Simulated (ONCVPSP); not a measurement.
**Pseudopotential generation for tungsten: ONCV, PBE**

Do these settings give a usable potential? It is generated, then checked for transferability, scattering, ghosts and hardness.

Method: ONCVPSP 4.0.1.1 (patched build), PBE, scalar-relativistic.

## Step 1: The atom and the settings

Typed settings, in words:

| Item | Value |
| --- | --- |
| element | tungsten (W, Z = 74) |
| type | optimised norm-conserving Vanderbilt (ONCV) |
| frozen core | [Kr] 4d10 4f14 |
| valence charge | 14 |
| reference configuration | 5s2 5p6 5d4 6s2 |
| partial waves | 5s+6s: rc 1.70 bohr, ncon 4, nbas 9, qcut 9.3 1/bohr, 2 projectors; 5p: rc 2.00 bohr, ncon 3, nbas 6, qcut 6.7 1/bohr, 2 projectors, debl 2.8 Ha; 5d: rc 2.45 bohr, ncon 5, nbas 9, qcut 5.8 1/bohr, 2 projectors, debl 0.8 Ha |
| local potential | polynomial inside 1.65 bohr (lpopt 5, dvloc0 6 Ha) |
| core correction | Teter function, fcfact 1.75, rcfact 1.55 |

The outer shells as boxes (Hund's rule for the drawing; the calculation is spin-unpolarised):

```
[Kr] core
4d [↑↓][↑↓][↑↓][↑↓][↑↓]
4f [↑↓][↑↓][↑↓][↑↓][↑↓][↑↓][↑↓]
5s [↑↓]
5p [↑↓][↑↓][↑↓]
5d [↑ ][↑ ][↑ ][↑ ][  ]
6s [↑↓]
```

## Step 2: Generating the potential

W.dat reads:

```
# ATOM AND REFERENCE CONFIGURATION
# atsym  z   nc   nv     iexc    psfile
  W 74.00   10    4        4      upf
#
#   n    l    f
    1    0    2.00
    2    0    2.00
    2    1    6.00
    3    0    2.00
    3    1    6.00
    3    2   10.00
    4    0    2.00
    4    1    6.00
    4    2   10.00
    4    3   14.00
    5    0    2.00
    5    1    6.00
    5    2    4.00
    6    0    2.00
#
# PSEUDOPOTENTIAL AND OPTIMIZATION
# lmax
    2
#
#   l,   rc,      ep,       ncon, nbas, qcut
    0    1.70    0.00    4    9    9.30
    1    2.00    0.00    3    6    6.70
    2    2.45    0.00    5    9    5.80
#
# LOCAL POTENTIAL
# lloc, lpopt,  rc(5),   dvloc0
    4    5    1.65    6.00
#
# VANDERBILT-KLEINMAN-BYLANDER PROJECTORs
# l, nproj, debl
    0    2    3.50
    1    2    2.80
    2    2    0.80
#
# MODEL CORE CHARGE
# icmod, fcfact, rcfact
    3    1.75    1.55
#
# LOG DERIVATIVE ANALYSIS
# epsh1, epsh2, depsh
   -4.00    5.00    0.02
#
# OUTPUT GRID
# rlmax, drl
    6.00    0.01
#
# TEST CONFIGURATIONS
# ncnf
    4
# nvcnf
#   n    l    f
    4
    5    0    2.00
    5    1    6.00
    5    2    4.00
    6    0    1.00
#
    4
    5    0    2.00
    5    1    6.00
    5    2    4.00
    6    0    0.00
#
    4
    5    0    2.00
    5    1    6.00
    5    2    3.00
    6    0    0.00
#
    4
    5    0    2.00
    5    1    6.00
    5    2    2.00
    6    0    0.00
#
```

Command:

```console
oncvpsp.x < W.dat > W.out
```

What does the calculation give? Wanted: cutoffs for 1 and 0.1 mHa per electron, occupied waves; bound ghosts; GHOST(+) flags; largest miss of a reference level; largest test error; largest phase difference near zero energy, channels read; rms error of d²Exc/dn², without and with the model core.

The runs gave:

```
                                                quantity                                            value
  cutoffs for 1 and 0.1 mHa per electron, occupied waves                                  26 Ha and 30 Ha
                                            bound ghosts                                   p at -58.09 eV
                                          GHOST(+) flags                          s at 18 eV, p at 608 eV
                       largest miss of a reference level                                      78 meV (5p)
                            largest test error (AE − PS)  -6.4 meV, for 5s2 5p6 5d3 6s0 (1 test unsolved)
largest phase difference near zero energy, channels read                                        0.005 rad
 rms error of d²Exc/dn², without and with the model core                                6.06 and 1.54 mHa
```

**Reading.** A bound ghost (p) makes it unfit for use: electrons can fall into a state that the atom doesn't have. Already in the reference configuration the 5p level is off by 78 meV. The worst unpolarised test, 5s2 5p6 5d3 6s0, is off by 6.4 meV on 49.9 eV; by total energies transferability rates as good where solved. Atomic tests can pass in spite of a ghost, since they solve only for the levels asked. Of the tests 1 gave no usable energy difference, which is a warning in itself. By its cutoff, 26 Ha for the looser tolerance, it is of middling hardness. Near zero energy the phases of the channels with partial waves agree within 0.005 rad. The pseudo curves have poles with no partner nearby in the atom's: s at 0.70 Ha, p at -3.71 Ha, p at -2.13 Ha. At positive energy that is a spurious or a displaced resonance. The program also flags highly localised states, GHOST(+) (s, p). Note that the frozen 4f shell (-33 eV) lies higher than the valence 5s shell (-79 eV).
